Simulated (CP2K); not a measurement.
Ta3AsAu2O13:

```
CELL_PARAMETERS angstrom
5.45204 0.00000 0.00000
-2.72602 4.72161 0.00000
0.00000 0.00000 9.57902
ATOMIC_POSITIONS crystal
Ta 0.00000 0.00000 0.19408
Ta 0.00000 0.00000 0.80592
Ta 0.66667 0.33333 0.00000
As 0.00000 0.00000 0.50000
Au 0.33333 0.66667 0.27428
Au 0.33333 0.66667 0.72572
O 0.00000 0.00000 0.00000
O 0.23947 0.97129 0.36402
O 0.02871 0.26818 0.36402
O 0.73182 0.76053 0.36402
O 0.23947 0.97129 0.63598
O 0.02871 0.26818 0.63598
O 0.73182 0.76053 0.63598
O 0.38452 0.33425 0.85844
O 0.66575 0.05026 0.85844
O 0.94974 0.61548 0.85844
O 0.38452 0.33425 0.14156
O 0.66575 0.05026 0.14156
O 0.94974 0.61548 0.14156
```

The cell was built by a generator and needn't be a form met in nature.

```yaml
Program: CP2K 2026.2
Task: relaxation of cell and atoms
Functional: LDA
Potentials_or_basis: GTH_POTENTIALS Ta GTH-PADE-q13, As GTH-PADE-q5, Au GTH-PADE-q11, O GTH-PADE-q6; DZVP-MOLOPT-SR-GTH basis
Density_cutoff: 8163 eV
k_mesh: 5 × 5 × 2
Occupations: fermi-dirac, width 0.05 eV
Spin: no spin polarisation
```

At the start: pressure -15.2 GPa; volume 12.98 Å³/atom.

Q: How do energy, volume and symmetry change on relaxing?

A: Over 28 steps the energy falls by 57.7 meV/atom and the volume is 11.81 Å³/atom (-9.0 %); space group P-6 (No. 174, to 0.05 Å).

Step by step:
| step | energy change (eV) | largest force (eV/Å) | volume (Å³) |
| --- | --- | --- | --- |
| 1 | 0.0000 | 0.9725 | 246.59 |
| 2 | -0.4354 | 0.7575 | 242.13 |
| 3 | -0.9380 | 0.5813 | 228.96 |
| 4 | -0.9684 | 0.4030 | 230.36 |
| 5 | -0.9970 | 0.3043 | 230.52 |
| 6 | -1.0329 | 0.2981 | 229.54 |
| 7 | -1.0503 | 0.2355 | 228.35 |
| 8 | -1.0637 | 0.2150 | 227.18 |
| 9 | -1.0722 | 0.1486 | 226.57 |
| 10 | -1.0771 | 0.1171 | 226.48 |
| 11 | -1.0796 | 0.1386 | 226.58 |
| 12 | -1.0816 | 0.1325 | 226.62 |
| 13 | -1.0833 | 0.1101 | 226.50 |
| 14 | -1.0848 | 0.0824 | 226.24 |
| 15 | -1.0863 | 0.0952 | 225.90 |
| 16 | -1.0882 | 0.0901 | 225.47 |
| 17 | -1.0904 | 0.1162 | 225.04 |
| 18 | -1.0924 | 0.0957 | 224.79 |
| 19 | -1.0939 | 0.0654 | 224.76 |
| 20 | -1.0949 | 0.0709 | 224.81 |
| 21 | -1.0956 | 0.0615 | 224.80 |
| 22 | -1.0961 | 0.0494 | 224.70 |
| 23 | -1.0964 | 0.0384 | 224.57 |
| 24 | -1.0966 | 0.0290 | 224.47 |
| 25 | -1.0967 | 0.0252 | 224.41 |
| 26 | -1.0968 | 0.0173 | 224.42 |
| 27 | -1.0969 | 0.0197 | 224.46 |
| 28 | -1.0969 | 0.0197 | 224.46 |

Final structure:
```xyz
19
Lattice="5.2577 0.0000 0.0000 -2.6320 4.5588 0.0000 0.0000 0.0000 9.3646" Properties=species:S:1:pos:R:3 pbc="T T T"
Ta    0.0001    0.0004    1.8206
Ta    0.0001    0.0004    7.5440
Ta    2.6286    1.5198    0.0000
As   -0.0008    0.0011    4.6823
Au   -0.0028    3.0391    2.5529
Au   -0.0028    3.0391    6.8116
O     0.0010   -0.0020    0.0000
O    -1.2592    4.5197    3.4132
O    -0.6538    1.2091    3.4132
O     1.9046    3.3872    3.4123
O    -1.2592    4.5197    5.9514
O    -0.6538    1.2091    5.9514
O     1.9046    3.3872    5.9523
O     1.1449    1.5142    8.0575
O     3.3749    0.2379    8.0576
O     3.3657    2.8087    8.0559
O     1.1449    1.5142    1.3071
O     3.3749    0.2379    1.3070
O     3.3657    2.8087    1.3086
```

Caveat: with these potentials and basis sets, volumes of gold and of layered tellurides can stand 1.5 % and more from those of plane-wave programs; the basis of atomic orbitals isn't converged, which shifts pressures, moduli and gaps.
